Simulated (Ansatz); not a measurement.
# ClF₂GeH₂N: basis-set convergence

Aim: see how fast density functionals converge with the basis set for ClF₂GeH₂N.

The runs use Ansatz 0.2.0, Gaussian basis; one geometry, several basis sets.

Levels to be run: PBE0-D4/def2-SVP; ωB97M-V/def2-SVP; PBE0-D4/def2-QZVPP; ωB97M-V/def2-QZVPP; the functionals' def2-TZVPP values are taken from earlier runs.

## 1. The relaxed structure

An earlier PBE0-D4 in a triple-zeta def2 set relaxation fixed the geometry.

SMILES `[NH2][Ge]([F])([F])[Cl]`, 7 atoms, charge 0, spin multiplicity 1.

Atoms are counted from 1 here; the program's logs count them from 0.

Bond lengths: N1–Ge2 1.790 Å, N1–H6 1.010 Å, N1–H7 1.010 Å, Ge2–F3 1.710 Å, Ge2–F4 1.719 Å, Ge2–Cl5 2.106 Å. Angles: Ge2–N1–H6 115.1°, Ge2–N1–H7 115.4°, H6–N1–H7 110.8°, N1–Ge2–F3 108.9°, N1–Ge2–F4 115.3°, N1–Ge2–Cl5 111.2°, F3–Ge2–F4 103.2°, F3–Ge2–Cl5 110.2°, F4–Ge2–Cl5 107.6°.

## 2. PBE0-D4 in def2-SVP

in.yaml

```yaml
crystal:
  periodic: [false, false, false]
  atoms:
    - {symbol: N, position_ang: [-0.315308, 0.773676, 0.837510]}
    - {symbol: Ge, position_ang: [0.038984, -0.394862, -0.471014]}
    - {symbol: F, position_ang: [-1.378472, -1.287664, -0.815795]}
    - {symbol: F, position_ang: [1.185465, -1.613200, -0.076158]}
    - {symbol: Cl, position_ang: [0.722089, 0.585549, -2.205563]}
    - {symbol: H, position_ang: [0.372800, 1.502616, 0.957699]}
    - {symbol: H, position_ang: [-0.564358, 0.365885, 1.727622]}
basis:
  gaussian: {orbitals: def2-SVP}
hamiltonian: {xc: pbe0, dispersion: d4}
output: {orbitals: {seedname: orbitals}}
```

On the command line:

```bash
$ ansatz run in.yaml --threads 4 --pin off --events-out ev --progress --plain --max-ram 10444MiB
```

Further steps of the session: ωB97M-V in def2-SVP; PBE0-D4 in def2-QZVPP; ωB97M-V in def2-QZVPP.

**Question.** What will the summary of the whole plan be? Wanted: PBE0-D4: double and triple zeta above quadruple; ωB97M-V: double and triple zeta above quadruple.

The runs gave:

| quantity | value |
| --- | --- |
| PBE0-D4: double and triple zeta above quadruple | 22.34, 2.01 eV |
| ωB97M-V: double and triple zeta above quadruple | 22.36, 1.93 eV |

In words: For PBE0-D4 the step from double to triple zeta gains 20.33 eV and the next only 2.01 eV. These are total energies; as a rule much of such shifts cancels in differences, which this series doesn't test. The LUMO of ωB97M-V is positive and keeps falling with the basis (1.59 to 0.79 eV): an unbound level that the basis holds in place.
